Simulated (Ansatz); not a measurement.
# BClGaHS: vertical ionisation energy

Aim: the vertical ionisation energy of BClGaHS, as cation minus neutral at the neutral's geometry, on several levels, and how well −ε(HOMO) stands in for it.

Method: unrestricted cation, the program's frozen cores in correlated methods; program: Ansatz 0.2.0, Gaussian basis.

Levels to be run: UKS PBE-D4/def2-TZVPP; UKS r2SCAN-D4/def2-TZVPP; UKS PBE0-D4/def2-TZVPP; UKS B3LYP-D4/def2-TZVPP; UKS wB97X-V/def2-TZVPP; UKS wB97M-V/def2-TZVPP; UKS B2PLYP/def2-TZVPP; UHF-CCSD(T)/def2-TZVPP; UHF-MP2/def2-QZVPP; extrapolation to the limit; then −ε(HOMO) from the neutral's earlier runs with LDA (SPW92), PBE-D4, revPBE-D4, BLYP-D4, r2SCAN-D4, B97M-V, PBE0-D4, B3LYP-D4, r2SCANh-D4, r2SCAN0-D4, HSE06-D4, BHLYP-D4, CAM-B3LYP-D4, LC-ωPBE, ωB97X-V, ωB97M-V.

### Step 1. The geometry

An earlier PBE0-D4 in a triple-zeta def2 set relaxation fixed the geometry.

5 atoms, charge 0, spin multiplicity 1.

Atoms are counted from 1 here; the program's logs count them from 0.

Bond lengths: Cl1–B2 1.750 Å, B2–S3 1.757 Å, B2–H5 1.219 Å, S3–Ga4 2.363 Å. Angles: Cl1–B2–S3 125.4°, Cl1–B2–H5 113.9°, S3–B2–H5 120.7°, B2–S3–Ga4 79.5°.

### Step 2. Cation, UKS PBE-D4/def2-TZVPP

The input, in.yaml:

```yaml
crystal:
  periodic: [false, false, false]
  atoms:
    - {symbol: Cl, position_ang: [0.241988, -1.121843, 1.919057]}
    - {symbol: B, position_ang: [0.058222, -0.248530, 0.413980]}
    - {symbol: S, position_ang: [0.335991, -0.912244, -1.189405]}
    - {symbol: Ga, position_ang: [-0.293029, 1.298443, -1.740076]}
    - {symbol: H, position_ang: [-0.293172, 0.910471, 0.555043]}
basis:
  gaussian: {orbitals: def2-TZVPP}
total_charge: 1
magnetization: {spin_polarized: true, initial_magnetization: 1}
hamiltonian: {xc: pbe, dispersion: d4}
```

The runs that follow: Cation, UKS r2SCAN-D4/def2-TZVPP; Cation, UKS PBE0-D4/def2-TZVPP; Cation, UKS B3LYP-D4/def2-TZVPP; Cation, UKS wB97X-V/def2-TZVPP; Cation, UKS wB97M-V/def2-TZVPP; Cation, UKS B2PLYP (frozen core)/def2-TZVPP; Cation, UHF-CCSD(T)/def2-TZVPP; Cation, UHF-MP2/def2-QZVPP.

**Question.** What will the summary of the whole plan be? Wanted: ionisation energy, CCSD(T)/CBS; nearest functional by difference; nearest −ε(HOMO); −ε(HOMO) of PBE; T1 of the cation.

The runs gave:

| quantity | value |
| --- | --- |
| ionisation energy, CCSD(T)/CBS | 9.29 eV |
| nearest functional by difference | ωB97X-V (-0.22 eV) |
| nearest −ε(HOMO) | LC-ωPBE (+0.13 eV) |
| −ε(HOMO) of PBE | 6.04 eV |
| T1 of the cation | 0.019 |

In words: By cation minus neutral, the functionals miss by 0.42 eV at most. The PBE orbital energy is 3.2 eV too small: a semilocal HOMO is no ionisation energy. Among orbital estimates LC-ωPBE comes nearest. Hartree-Fock falls 1.24 eV short, as the neutral has more correlation energy than the cation. The cation may have settled in a state other than its lowest; no search over hole states beyond the program's own was made. Correlated methods include outer-core shells of Ga, which these sets cover unevenly. With outer-core shells in play the reference is unsure by up to some tenths of an eV, so close misses can't be ranked.
